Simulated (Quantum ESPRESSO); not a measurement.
Be3Cl: single point with PBE

The system is Be3Cl.

```xyz
4
Lattice="3.6331 0.0000 0.0000 0.0000 3.6331 0.0000 0.0000 0.0000 3.5957" Properties=species:S:1:pos:R:3 pbc="T T T"
Be    0.0000    1.8165    1.7979
Be    1.8165    0.0000    1.7979
Be    1.8165    1.8165    0.0000
Cl    0.0000    0.0000    0.0000
```

The cell was built by a generator and needn't be a form met in nature.

| Quantity | Value |
| --- | --- |
| Program | Quantum ESPRESSO 7.5 |
| Task | single point |
| Functional | PBE |
| Potentials or basis | SSSP 1.3 efficiency PBE |
| Cutoff | 748 eV |
| Density cutoff | 5987 eV |
| k mesh | 7 × 7 × 7 |
| Occupations | fermi-dirac, width 0.05 eV |
| Spin | no spin polarisation |
| Mixing beta | 0.5 |
| Most SCF iterations | 120 |
| SCF threshold | 8e-10 Ry |

- Pressure: 3.8 GPa
- Band gap on the k mesh: none (metal or under the smearing width)

Stress tensor (GPa, compression positive):
```
4.38 0.00 0.00
0.00 4.38 0.00
0.00 0.00 2.78
```

Levels at points of the mesh, in eV from the Fermi level:
| k point | band 5 | band 6 | band 7 | band 8 | band 9 | band 10 | band 11 | band 12 | band 13 | band 14 |
| --- | --- | --- | --- | --- | --- | --- | --- | --- | --- | --- |
| (0.00, 0.00, 0.00) | -7.26 | -7.26 | -7.18 | -6.15 | 0.49 | 0.63 | 1.70 | 1.70 | 1.78 | 6.11 |

Run time: 22 s on 1 thread of Intel(R) Xeon(R) Platinum 8488C (Sapphire Rapids) (shared host), peak memory 0.23 GiB.

Caveat: an odd number of electrons without spin polarisation forces a metal; a magnetic or distorted state may lie lower.
